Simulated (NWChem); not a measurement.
# CBr2F2 (SMILES FC(F)(Br)Br): levels of theory compared

We compute a comparison of 5 runs (HF/STO-3G, HF/3-21G, HF/cc-pVDZ, B3LYP/6-31G*) of CBr2F2. 

Program for the calculation: NWChem 7.3.0.

## Step 1: The structure to begin with

The species is CBr2F2 (5 atoms), meant as a singlet with charge 0. As SMILES, `FC(F)(Br)Br`. Geometry: relaxed at PBE0-D4/def2-TZVP.

Bond lengths: F1–C2 1.324 Å, C2–F3 1.324 Å, C2–Br4 1.933 Å, C2–Br5 1.933 Å. Angles: F1–C2–F3 108.1°, F1–C2–Br4 109.2°, F1–C2–Br5 109.2°, F3–C2–Br4 109.2°, F3–C2–Br5 109.2°, Br4–C2–Br5 111.7°.

## Step 2: Energy and gradient at HF/STO-3G (run 1)

struct.nw reads:

```
echo
start struct
title "CBr2F2"
memory 2200 mb

geometry units angstroms noautosym nocenter noautoz
F     -0.970400    -0.113400     0.986300
C      0.004800    -0.087600     0.090900
F      0.914800    -0.981400     0.446600
Br    -0.709300    -0.561200    -1.642100
Br     0.810000     1.669900     0.077000
end

basis spherical bse
* library STO-3G
end

scf
thresh 1e-08
maxiter 80
noprint "final vectors analysis"
end

task scf gradient
```

The run is started by

```bash
$ nwchem struct.nw > struct.out
```

The program printed:

```text
[...]
  functions       =    51
[...]
  wavefunction    = RHF
[...]
         Total SCF energy =  -5322.813591474629
      One-electron energy =  -8705.972792688470
      Two-electron energy =   2753.598958189701
 Nuclear repulsion energy =    629.560243024140
        Time for solution =      2.5s
[...]
                         RHF ENERGY GRADIENTS
    atom               coordinates                        gradient
                 x          y          z           x          y          z
   1 F      -1.833790  -0.214295   1.863837    0.040813   0.001290  -0.037737
   2 C       0.009071  -0.165540   0.171776   -0.002010  -0.028056   0.038218
   3 F       1.728721  -1.854577   0.843952   -0.038031   0.037574  -0.015158
   4 Br     -1.340383  -1.060514  -3.103119    0.006228   0.004307   0.014813
   5 Br      1.530678   3.155653   0.145509   -0.006999  -0.015116  -0.000136
[...]
```

Wall time 3.9 s (1 thread of AMD EPYC 9R45 (Zen 5), shared host); peak memory 0.1 GiB.

## Step 3: Energy and gradient at HF/3-21G (run 2)

calc.nw reads:

```
start calc
memory total 2200 mb
geometry units angstroms noautosym nocenter noautoz
  F       -0.970400      -0.113400       0.986300
  C        0.004800      -0.087600       0.090900
  F        0.914800      -0.981400       0.446600
  Br      -0.709300      -0.561200      -1.642100
  Br       0.810000       1.669900       0.077000
end
basis "ao basis" spherical bse
  F library 3-21G
  C library 3-21G
  Br library 3-21G
end
scf
  thresh 1e-08
  maxiter 80
  print low
end
task scf gradient
```

The run is started by

```bash
$ nwchem calc.nw > calc.out
```

The program printed:

```text
[...]
  functions       =    71
[...]
  wavefunction    = RHF
[...]
         Total SCF energy =  -5355.516067439168
      One-electron energy =  -8722.963869292593
      Two-electron energy =   2737.887558829284
 Nuclear repulsion energy =    629.560243024140
        Time for solution =      3.1s
[...]
                         RHF ENERGY GRADIENTS
    atom               coordinates                        gradient
                 x          y          z           x          y          z
   1 F      -1.833790  -0.214295   1.863837    0.019661  -0.000237  -0.017061
   2 C       0.009071  -0.165540   0.171776   -0.000514  -0.007026   0.009596
   3 F       1.728721  -1.854577   0.843952   -0.018432   0.017287  -0.006151
   4 Br     -1.340383  -1.060514  -3.103119    0.007809   0.006978   0.016041
   5 Br      1.530678   3.155653   0.145509   -0.008523  -0.017002  -0.002425
 Task  times  cpu:        3.8s     wall:        3.8s
 Total times  cpu:        3.8s     wall:        3.8s
```

Run time: 4.5 s. Hardware: 1 thread of AMD EPYC 9R45 (Zen 5), shared host; peak memory 0.1 GiB.

Runs 3 to 4 aren't shown in full; the table further down has their settings and results.

## Step 4: Energy and gradient at B3LYP/6-31G(d) (Cartesian functions) (run 5)

cbr2f2.nw reads:

```
start cbr2f2
title "CBr2F2"
memory stack 880 mb heap 220 mb global 1100 mb

geometry units angstroms noautosym nocenter noautoz
F       -0.970400      -0.113400       0.986300
C        0.004800      -0.087600       0.090900
F        0.914800      -0.981400       0.446600
Br      -0.709300      -0.561200      -1.642100
Br       0.810000       1.669900       0.077000
end

basis cartesian
* library 6-31G*
end

dft
xc b3lyp
mult 1
grid fine
convergence energy 1e-08
maxiter 100
mulliken
end

task dft gradient
```

The run is started by

```bash
$ nwchem cbr2f2.nw > cbr2f2.out
```

The program printed:

```text
[...]
          Wavefunction type:  closed shell.
          No. of atoms     :     5
          No. of electrons :    94
[...]
          Charge           :     0
          Spin multiplicity:     1
[...]
          AO basis - number of functions:   115
[...]
              XC Information
              --------------
                         B3LYP Method XC Potential
                     Hartree-Fock (Exact) Exchange  0.200
                        Slater Exchange Functional  0.800 local
                    Becke 1988 Exchange Functional  0.720 non-local
              Lee-Yang-Parr Correlation Functional  0.810
                  VWN I RPA Correlation Functional  0.190 local
[...]
 d= 0,ls=0.0,diis     1  -5385.2771057275 -6.01D+03  2.15D-02  4.40D+00     2.4
[...]
 d= 0,ls=0.0,diis    11  -5385.5272415724 -5.49D-10  1.13D-07  1.90D-10    18.6
         Total DFT energy =    -5385.527241572408
      One electron energy =    -8747.700703032482
           Coulomb energy =     2941.566233443484
    Exchange-Corr. energy =     -208.953015007551
 Nuclear repulsion energy =      629.560243024140
[...]
  wavefunction    = closed shell
                         DFT ENERGY GRADIENTS
    atom               coordinates                        gradient
                 x          y          z           x          y          z
   1 F      -1.833790  -0.214295   1.863837    0.008180  -0.000544  -0.006517
   2 C       0.009071  -0.165540   0.171776    0.000025   0.000529  -0.000691
   3 F       1.728721  -1.854577   0.843952   -0.007724   0.006768  -0.001962
   4 Br     -1.340383  -1.060514  -3.103119    0.004688   0.003860   0.010156
   5 Br      1.530678   3.155653   0.145509   -0.005169  -0.010612  -0.000986
[...]
```

Wall time 25 s (1 thread of AMD EPYC 9R45 (Zen 5), shared host); peak memory 0.13 GiB.

## Step 5: All runs side by side

```csv
run,level,iteration cap,module,energy (Eh),dipole moment (D),largest force (eV/Å),wall time
1,HF/STO-3G,80,scf,-5322.813591,0.40,2.859,3.9 s
2,HF/3-21G,80,scf,-5355.516067,–,1.339,4.5 s
3,HF/cc-pVDZ,80,scf,-5381.494670,0.70,0.659,3.2 min
4,B3LYP/6-31G* (spherical functions),100,dft,-5385.507266,0.22,0.578,19 s
5,B3LYP/6-31G* (Cartesian functions),100,dft,-5385.527242,0.21,0.609,25 s
```

## Step 6: Summary of results

| quantity | value |
| --- | --- |
| run 5: total energy | -5385.52724 Eh |
| run 5: dipole moment | 0.21 D |
| run 5: HOMO energy | -8.20 eV |
| run 5: LUMO energy | -1.88 eV |
| run 5: HOMO–LUMO gap | 6.31 eV |
| run 5: largest force on an atom | 0.609 eV/Å |

**Reading.** Over runs 1, 3, 4, 5 the dipole moment (its size) runs from 0.21 D (B3LYP/6-31G*) to 0.70 D (HF/cc-pVDZ). The two ends differ in method and basis. Over runs 3, 4, 5 the HOMO–LUMO gap runs from 6.31 eV (B3LYP/6-31G*) to 13.90 eV (HF/cc-pVDZ). In run 1 the basis is minimal, so the values are rough. All runs together took 4.1 min, the longest 3.2 min.
